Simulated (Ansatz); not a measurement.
# F2H7NSn: the cost of one run

Method: RKS PBE0-D4/def2-SVP, in Ansatz 0.2.0.

## Step 1: The structure to begin with

Bond lengths: Sn1–N2 2.451 Å, Sn1–H3 1.745 Å, Sn1–H4 1.679 Å, Sn1–H5 1.678 Å, Sn1–F7 2.331 Å, N2–H10 1.010 Å, N2–H11 1.010 Å. Angles: Sn1–N2–H10 111.4°, Sn1–N2–H11 111.8°, H10–N2–H11 107.9°, N2–Sn1–H3 92.4°, N2–Sn1–H4 110.4°, N2–Sn1–H5 106.9°, N2–Sn1–F7 75.0°, H3–Sn1–H4 107.6°, H3–Sn1–H5 107.8°, H3–Sn1–F7 167.4°, H4–Sn1–H5 126.4°, H4–Sn1–F7 77.0°, H5–Sn1–F7 77.1°.

As a file:

```xyz
11

Sn   -1.4488    0.3584   -0.2193
N     0.8048   -0.3156   -0.9078
H    -2.0735    0.1927   -1.8403
H    -1.4784    1.9917    0.1705
H    -2.0730   -0.8965    0.7031
H     0.9315   -0.0054    1.7516
F    -0.1701    0.4577    1.7273
H     1.5338   -0.5015    0.1954
F     1.9290   -0.5221    1.3339
H     1.2525    0.4032   -1.4577
H     0.7923   -1.1627   -1.4568
```

## Step 2: A restrained relaxation towards end A

Springs on the bonds that form and break draw the guess towards this end; the thresholds are loose.

input.yaml reads:

```yaml
crystal:
  periodic: [false, false, false]
  atoms:
    - { symbol: Sn, position_ang: [-1.4488, 0.3584, -0.2193] }
    - { symbol: "N", position_ang: [0.8048, -0.3156, -0.9078] }
    - { symbol: H, position_ang: [-2.0735, 0.1927, -1.8403] }
    - { symbol: H, position_ang: [-1.4784, 1.9917, 0.1705] }
    - { symbol: H, position_ang: [-2.073, -0.8965, 0.7031] }
    - { symbol: H, position_ang: [0.9315, -0.0054, 1.7516] }
    - { symbol: F, position_ang: [-0.1701, 0.4577, 1.7273] }
    - { symbol: H, position_ang: [1.5338, -0.5015, 0.1954] }
    - { symbol: F, position_ang: [1.929, -0.5221, 1.3339] }
    - { symbol: H, position_ang: [1.2525, 0.4032, -1.4577] }
    - { symbol: H, position_ang: [0.7923, -1.1627, -1.4568] }
basis:
  gaussian: { orbitals: def2-SVP }
hamiltonian:
  xc: pbe0
  dispersion: d4
relax:
  f_tol: 0.15
  max_steps: 25
  restrain:
    - { distance: [0, 6], at: 3.26, k: 30.0 }
    - { distance: [5, 8], at: 2.18, k: 30.0 }
    - { distance: [7, 1], at: 2.32, k: 30.0 }
    - { distance: [0, 1], at: 2.1, k: 30.0 }
    - { distance: [5, 6], at: 0.88, k: 30.0 }
    - { distance: [7, 8], at: 0.88, k: 30.0 }
```

Started as:

```
ansatz run input.yaml --threads 2 --pin off --max-ram 3072MiB --backend cpu --events-out ev --progress --plain --runs-dir out
```

**Question.** How long does this run take on 2 threads of Intel Xeon Platinum 8488C (Sapphire Rapids), shared host, and how much memory does it need?

About 24 s, with a peak of 0.25 GiB.
